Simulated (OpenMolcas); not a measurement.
# CH3BF2 (SMILES FBCF): a first try and a second

Wanted: a single-point energy of CH3BF2, SOS-MP2/aug-pcseg-1 (Cholesky decomposition).

The results are computed with OpenMolcas 26.06.

6 further runs of the same task are left out: 3 that didn't finish, 3 set aside as unsound or not needed.

## 1. Starting point

CH3BF2 has 7 atoms, charge 0, and is taken as a singlet. As SMILES, `FBCF`. The shape is that of a GFN2-xTB optimisation. This is one conformer, not always the lowest.

Bond lengths: F1–B2 1.304 Å, B2–C3 1.587 Å, C3–F4 1.381 Å, B2–H5 1.172 Å, C3–H6 1.098 Å, C3–H7 1.097 Å. Angles: F1–B2–C3 121.0°, B2–C3–F4 115.0°, F1–B2–H5 117.7°, C3–B2–H5 121.3°, B2–C3–H6 111.2°, B2–C3–H7 111.3°, F4–C3–H6 106.1°, F4–C3–H7 106.0°, H6–C3–H7 106.8°.

## 2. Try one

run.input

```
* CH3BF2 SOS-MP2

&GATEWAY
  BasLib=$CurrDir
  Coord
  7
  angstrom
  F     -3.35613470     0.02112714    -1.37453009
  B     -1.22405120     1.04052100    -0.67372516
  C      0.97337903    -0.62820166     0.50004043
  F      0.43495826    -3.17402179     0.70292143
  H     -0.99342902     3.22827583    -0.93377037
  H      1.46175985     0.00984547     2.41276452
  H      2.70349889    -0.49754599    -0.63370076
  Basis=aug-pcseg-1
  Group=NoSym

&SEWARD
  Medium

&SCF
  Iterations=96
  PrOrbitals=1 1

&MBPT2
  SOSMP2
  Frozen=4
```

The basis set aug-pcseg-1 is read from a file made from the Basis Set Exchange's data (not shown).

Run with:

```sh
$ export MOLCAS_MEM=1860
$ pymolcas run.input > run.log
```

Output:

```text
--- Start Module: gateway ---
[...]
--- Stop Module: gateway /rc=_RC_ALL_IS_WELL_ ---
[...]
      Basis functions          119
[...]
--- Start Module: scf ---
[...]
       Convergence after  20 Iterations
[...]
::    Total SCF energy                               -262.0707153009
[...]
      Total spin, S                                     0.0000000000
[...]
      Total electronic charge=   32.000000
      Total            charge=   -0.000000
[...]
      Dipole Moment (debye):
      Origin of the operator (angstrom)=   -0.8449   -0.8312   -0.2081
                   X=  7.3510E+00               Y=  1.2457E+01               Z=  9.3657E-01           Total=  1.4494E+01
      Quadrupole Moment (debye*angstrom):
[...]
--- Stop Module: scf /rc=_RC_ALL_IS_WELL_ ---
[...]
--- Start Module: mbpt2 ---
[...]
WARNING!
Default frozen orbitals as non valence orbitals is overwritten by user input.
Default values:   4
[...]
::    Total MBPT2 energy                             -262.8284177933
[...]
--- Stop Module: mbpt2 /rc=_RC_ALL_IS_WELL_ ---
[...]
```

It took 13 s on 1 thread of Arm Neoverse V1, shared host.

## 3. Diagnosis

It ran to the end. The result can't be trusted all the same.

The cause is that the coordinates are read in the wrong unit, so the molecule is scaled by the ratio of bohr to ångström.

## 4. Second attempt

run.input, as its differences from that of step 2:

```diff
@@ -1,2 +1,2 @@
-* CH3BF2 SOS-MP2
+>>> EXPORT MOLCAS_PRINT=2
 
@@ -6,3 +6,3 @@
   7
-  angstrom
+  bohr
   F     -3.35613470     0.02112714    -1.37453009
@@ -21,4 +21,3 @@
 &SCF
-  Iterations=96
-  PrOrbitals=1 1
+  PrOrbitals=1 2
```

The basis set aug-pcseg-1 is read from a file made from the Basis Set Exchange's data (not shown).

Run with:

```sh
$ export MOLCAS_MEM=1860
$ pymolcas run.input > run.log
```

Output:

```text
--- Start Module: gateway ---
[...]
--- Stop Module: gateway /rc=_RC_ALL_IS_WELL_ ---
[...]
      Basis functions          119
[...]
--- Start Module: scf ---
[...]
       Convergence after  11 Iterations
[...]
::    Total SCF energy                               -263.1556896573
[...]
      Total spin, S                                     0.0000000000
[...]
      Total electronic charge=   32.000000
      Total            charge=   -0.000000
[...]
      Dipole Moment (debye):
      Origin of the operator (angstrom)=   -0.4471   -0.4398   -0.1101
                   X=  1.3900E+00               Y=  2.1757E+00               Z=  2.0160E-01           Total=  2.5897E+00
      Quadrupole Moment (debye*angstrom):
[...]
--- Stop Module: scf /rc=_RC_ALL_IS_WELL_ ---
[...]
--- Start Module: mbpt2 ---
[...]
WARNING!
Default frozen orbitals as non valence orbitals is overwritten by user input.
Default values:   4
[...]
::    Total MBPT2 energy                             -263.7315629720
[...]
--- Stop Module: mbpt2 /rc=_RC_ALL_IS_WELL_ ---
[...]
```

Wall time 9.3 s (1 thread of Arm Neoverse V1, shared host).

## 5. Outcome

Level: SOS-MP2/aug-pcseg-1 (Cholesky decomposition).

| quantity | value |
| --- | --- |
| total energy | -263.73156 Eh |
| dipole moment (mean-field density) | 2.59 D |
| HOMO energy (Hartree–Fock orbitals) | -13.06 eV |
| LUMO energy (Hartree–Fock orbitals) | 0.74 eV |
| HOMO–LUMO gap (Hartree–Fock orbitals) | 13.80 eV |
| correlation energy (4 core orbitals frozen) | -575.9 mEh |

**Reading.** The first attempt's energy was +24.576 eV off this one.
